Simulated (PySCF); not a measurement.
# C2H9NSi: the cost of one run

Computed with PySCF 2.14.0. Level: levels as typed in each script, gas phase, geometry from GFN2-xTB.

## (1) The system as given

SMILES `CN(C)[SiH3]`, 13 atoms, charge 0, spin multiplicity 1.

Bond lengths: C1–N2 1.440 Å, C1–H5 1.094 Å, C1–H6 1.087 Å, C1–H7 1.098 Å, N2–C3 1.440 Å, N2–Si4 1.719 Å, C3–H8 1.087 Å, C3–H9 1.098 Å, C3–H10 1.094 Å, Si4–H11 1.475 Å, Si4–H12 1.462 Å, Si4–H13 1.462 Å. Angles: N2–C1–H5 109.8°, N2–C1–H6 109.8°, N2–C1–H7 111.9°, H5–C1–H6 108.8°, H5–C1–H7 108.0°, H6–C1–H7 108.5°, C1–N2–C3 112.1°, C1–N2–Si4 121.4°, C3–N2–Si4 121.4°, N2–C3–H8 109.8°, N2–C3–H9 111.9°, N2–C3–H10 109.8°, H8–C3–H9 108.5°, H8–C3–H10 108.8°, H9–C3–H10 108.0°, N2–Si4–H11 115.9°, N2–Si4–H12 105.1°, N2–Si4–H13 105.1° and more.

As a file:

```mol
C2H9NSi
  3D, bonds by distance, orders not assigned

 13 12  0  0  0  0  0  0  0  0999 V2000
   -1.1399    1.1948   -0.0341 C   0  0
   -0.3622   -0.0000    0.1716 N   0  0
   -1.1399   -1.1949   -0.0339 C   0  0
    1.3471    0.0001   -0.0137 Si  0  0
   -2.0110    1.1893    0.6284 H   0  0
   -0.5361    2.0703    0.1898 H   0  0
   -1.5011    1.2764   -1.0675 H   0  0
   -0.5360   -2.0703    0.1901 H   0  0
   -1.5011   -1.2766   -1.0673 H   0  0
   -2.0110   -1.1893    0.6285 H   0  0
    1.8451   -0.0014   -1.4022 H   0  0
    1.8027   -1.2207    0.6499 H   0  0
    1.8026    1.2209    0.6497 H   0  0
  1  2  8  0
  2  3  8  0
  2  4  8  0
  1  5  8  0
  1  6  8  0
  1  7  8  0
  3  8  8  0
  3  9  8  0
  3 10  8  0
  4 11  8  0
  4 12  8  0
  4 13  8  0
M  END
```

## (2) Density, bond paths and surface potential (M06-2X/6-31+g*)

input.py

```python
import numpy as np
from pyscf import gto, scf, dft
from pyscf.scf import atom_ks, atom_hf
from scipy.linalg import block_diag

def solve(mol, dm0=None, hcore=None):
    mf = (dft.UKS if mol.spin else dft.RKS)(mol, xc='m062x')
    mf.grids.level = 3
    mf = mf.density_fit(auxbasis='def2-universal-jkfit')
    mf.conv_tol, mf.max_cycle = 1e-8, 80
    if hcore is not None:
        mf.get_hcore = lambda *args: hcore
    mf.kernel(dm0)
    if not mf.converged:
        mf = mf.newton().run(mf.mo_coeff, mf.mo_occ, max_cycle=30)
    assert mf.converged, 'SCF not converged'
    return mf

mol = gto.M(atom='''
C     -1.13991     1.19482    -0.03409
N     -0.36220    -0.00003     0.17160
C     -1.13985    -1.19487    -0.03394
Si     1.34713     0.00013    -0.01374
H     -2.01103     1.18928     0.62837
H     -0.53607     2.07035     0.18981
H     -1.50115     1.27643    -1.06749
H     -0.53595    -2.07033     0.19007
H     -1.50107    -1.27662    -1.06733
H     -2.01096    -1.18929     0.62852
H      1.84513    -0.00135    -1.40218
H      1.80268    -1.22066     0.64986
H      1.80261     1.22087     0.64971
''', basis='6-31+g*', charge=0, spin=0, verbose=4)
mf = solve(mol)
mf.analyze()
# spherically averaged free atoms, for the promolecule
atm = atom_ks.get_atm_nrks(mol, xc='m062x')
pro = block_diag(*[(atm[a[0]][2] * atm[a[0]][3]) @ atm[a[0]][2].T for a in mol._atom])
np.savez('result.npz', e=mf.e_tot, c=mf.mo_coeff, occ=mf.mo_occ, eps=mf.mo_energy, pro=pro, dip=mf.dip_moment(verbose=0), s2=mf.spin_square()[0])
```

The run is started by

```
> OMP_NUM_THREADS=1 python input.py
```

What time and memory should one allow on 1 thread of Intel Xeon Platinum 8488C (Sapphire Rapids), shared host?

About 14 s, with a peak of 0.46 GiB.
